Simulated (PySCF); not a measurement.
# C₃H₉Ga: a look at the electrons

Aim: take C₃H₉Ga and analyse its density (charges, bond critical points, surface potential), see where an electron leaves and enters and measure its response to a uniform field.

Program: PySCF 2.14.0. Level of theory: levels as typed in each script, gas phase, geometry from GFN2-xTB. These are calculated values, not measurements.

### Step 1. Starting geometry

SMILES `C[Ga](C)C`, 13 atoms, charge 0, spin multiplicity 1.

Bond lengths: C1–Ga2 2.046 Å, C1–H5 1.094 Å, C1–H6 1.094 Å, C1–H7 1.093 Å, Ga2–C3 2.046 Å, Ga2–C4 2.046 Å, C3–H8 1.094 Å, C3–H9 1.093 Å, C3–H10 1.094 Å, C4–H11 1.094 Å, C4–H12 1.093 Å, C4–H13 1.094 Å. Angles: Ga2–C1–H5 111.0°, Ga2–C1–H6 111.0°, Ga2–C1–H7 111.8°, H5–C1–H6 107.0°, H5–C1–H7 107.8°, H6–C1–H7 108.0°, C1–Ga2–C3 118.9°, C1–Ga2–C4 120.1°, C3–Ga2–C4 121.0°, Ga2–C3–H8 111.0°, Ga2–C3–H9 111.9°, Ga2–C3–H10 110.9°, H8–C3–H9 108.0°, H8–C3–H10 107.1°, H9–C3–H10 107.8°, Ga2–C4–H11 110.8°, Ga2–C4–H12 111.7°, Ga2–C4–H13 111.1° and more.

As a file:

```xyz
13
charge 0, multiplicity 1
C     0.6383    1.9379   -0.0015
Ga   -0.0057   -0.0042    0.0020
C     1.3837   -1.5064   -0.0028
C    -2.0087   -0.4218   -0.0009
H     1.1643    2.1744   -0.9311
H     1.3396    2.1205    0.8181
H    -0.1918    2.6418    0.1011
H     2.1164   -1.3603   -0.8017
H     0.9220   -2.4875   -0.1419
H     1.9375   -1.5284    0.9405
H    -2.4546   -0.1784   -0.9698
H    -2.2012   -1.4795    0.1984
H    -2.5357    0.1686    0.7540
```

### Step 2. Density, bond paths and surface potential (B3LYP/def2-svpd)

input.py reads:

```python
import numpy as np
from pyscf import gto, scf, dft
from pyscf.scf import atom_ks, atom_hf
from scipy.linalg import block_diag

def solve(mol, dm0=None, hcore=None):
    mf = (dft.UKS if mol.spin else dft.RKS)(mol, xc='b3lyp')
    mf.grids.level = 3
    mf = mf.density_fit(auxbasis='def2-universal-jkfit')
    mf.conv_tol, mf.max_cycle = 1e-8, 80
    if hcore is not None:
        mf.get_hcore = lambda *args: hcore
    mf.kernel(dm0)
    if not mf.converged:
        mf = mf.newton().run(mf.mo_coeff, mf.mo_occ, max_cycle=30)
    assert mf.converged, 'SCF not converged'
    return mf

mol = gto.M(atom='''
C      0.63833     1.93785    -0.00147
Ga    -0.00568    -0.00418     0.00204
C      1.38367    -1.50635    -0.00280
C     -2.00869    -0.42184    -0.00086
H      1.16425     2.17443    -0.93114
H      1.33961     2.12054     0.81809
H     -0.19184     2.64184     0.10107
H      2.11636    -1.36030    -0.80170
H      0.92196    -2.48746    -0.14190
H      1.93749    -1.52836     0.94048
H     -2.45461    -0.17842    -0.96984
H     -2.20122    -1.47947     0.19844
H     -2.53574     0.16863     0.75403
''', basis='def2-svpd', charge=0, spin=0, verbose=4)
mf = solve(mol)
mf.analyze()
# spherically averaged free atoms, for the promolecule
atm = atom_ks.get_atm_nrks(mol, xc='b3lyp')
pro = block_diag(*[(atm[a[0]][2] * atm[a[0]][3]) @ atm[a[0]][2].T for a in mol._atom])
np.savez('result.npz', e=mf.e_tot, c=mf.mo_coeff, occ=mf.mo_occ, eps=mf.mo_energy, pro=pro, dip=mf.dip_moment(verbose=0), s2=mf.spin_square()[0])
```

Started as:

```bash
$ OMP_NUM_THREADS=1 python input.py
```

### Step 4. Removing and adding an electron (B3LYP/def2-svpd)

input.py reads:

```python
import numpy as np
from pyscf import gto, scf, dft
from pyscf.scf import atom_ks, atom_hf
from scipy.linalg import block_diag

def solve(mol, dm0=None, hcore=None):
    mf = (dft.UKS if mol.spin else dft.RKS)(mol, xc='b3lyp')
    mf.grids.level = 3
    mf = mf.density_fit(auxbasis='def2-universal-jkfit')
    mf.conv_tol, mf.max_cycle = 1e-8, 80
    if hcore is not None:
        mf.get_hcore = lambda *args: hcore
    mf.kernel(dm0)
    if not mf.converged:
        mf = mf.newton().run(mf.mo_coeff, mf.mo_occ, max_cycle=30)
    assert mf.converged, 'SCF not converged'
    return mf

mol = gto.M(atom='''
C      0.63833     1.93785    -0.00147
Ga    -0.00568    -0.00418     0.00204
C      1.38367    -1.50635    -0.00280
C     -2.00869    -0.42184    -0.00086
H      1.16425     2.17443    -0.93114
H      1.33961     2.12054     0.81809
H     -0.19184     2.64184     0.10107
H      2.11636    -1.36030    -0.80170
H      0.92196    -2.48746    -0.14190
H      1.93749    -1.52836     0.94048
H     -2.45461    -0.17842    -0.96984
H     -2.20122    -1.47947     0.19844
H     -2.53574     0.16863     0.75403
''', basis='def2-svpd', charge=0, spin=0, verbose=4)
mf = solve(mol)
out = dict(e0=mf.e_tot, dm0=mf.make_rdm1(), c=mf.mo_coeff, occ=mf.mo_occ, eps=mf.mo_energy)
for name, dq, spin in [('cation', 1, 1)]:
    ion = mol.copy().set(charge=mol.charge + dq, spin=spin).build()
    mi = solve(ion)
    if spin and dq > 0 and mol.nao < 130:
        c, _, stable, _ = mi.stability(return_status=True)
        if not stable:
            mi = solve(ion, mi.make_rdm1(c, mi.mo_occ))
    print(name, 'vertical energy change / eV', (mi.e_tot - mf.e_tot) * 27.211386)
    out.update({'e_' + name: mi.e_tot, 'dm_' + name: mi.make_rdm1(), 's2_' + name: mi.spin_square()[0], 'eps_' + name: mi.mo_energy, 'occ_' + name: mi.mo_occ})
# spherically averaged free atoms, for the promolecule
atm = atom_ks.get_atm_nrks(mol, xc='b3lyp')
pro = block_diag(*[(atm[a[0]][2] * atm[a[0]][3]) @ atm[a[0]][2].T for a in mol._atom])
np.savez('result.npz', pro=pro, **out)
```

### Step 5. Response to an electric field (B3LYP/def2-svpd)

input.py, as its differences from that of step 4:

```diff
@@ -33,13 +33,10 @@
 ''', basis='def2-svpd', charge=0, spin=0, verbose=4)
+field = np.array([0.004, 0.0, 0.0])  # atomic units
+mol.set_common_orig(mol.atom_charges() @ mol.atom_coords() / mol.atom_charges().sum())
 mf = solve(mol)
-out = dict(e0=mf.e_tot, dm0=mf.make_rdm1(), c=mf.mo_coeff, occ=mf.mo_occ, eps=mf.mo_energy)
-for name, dq, spin in [('cation', 1, 1)]:
-    ion = mol.copy().set(charge=mol.charge + dq, spin=spin).build()
-    mi = solve(ion)
-    if spin and dq > 0 and mol.nao < 130:
-        c, _, stable, _ = mi.stability(return_status=True)
-        if not stable:
-            mi = solve(ion, mi.make_rdm1(c, mi.mo_occ))
-    print(name, 'vertical energy change / eV', (mi.e_tot - mf.e_tot) * 27.211386)
-    out.update({'e_' + name: mi.e_tot, 'dm_' + name: mi.make_rdm1(), 's2_' + name: mi.spin_square()[0], 'eps_' + name: mi.mo_energy, 'occ_' + name: mi.mo_occ})
+out = dict(dm0=mf.make_rdm1(), d0=mf.dip_moment(unit='AU'), e0=mf.e_tot)
+for name, sign in (('p', 1), ('m', -1)):
+    h = mf.get_hcore() + sign * np.einsum('x,xij->ij', field, mol.intor('int1e_r'))
+    mi = solve(mol, mf.make_rdm1(), h)
+    out.update({'dm' + name: mi.make_rdm1(), 'd' + name: mi.dip_moment(unit='AU'), 'e' + name: mi.e_tot})
 # spherically averaged free atoms, for the promolecule
```

(Steps that only read results are left out.)

Before running it: what results should come out? Wanted: dipole moment; HOMO, LUMO; polarisability along the field.

As calculated:

| quantity | value |
| --- | --- |
| dipole moment (B3LYP/def2-svpd) | 0.01 D |
| HOMO, LUMO (B3LYP/def2-svpd) | -7.20, -1.01 eV |
| polarisability along the field (B3LYP/def2-svpd) | 80.0 bohr³ |

In words: At B3LYP/def2-svpd: The highest Hirshfeld charge is on Ga2 (+0.49 e), the lowest on C1 (−0.23 e). The geometry was not optimised at these levels.
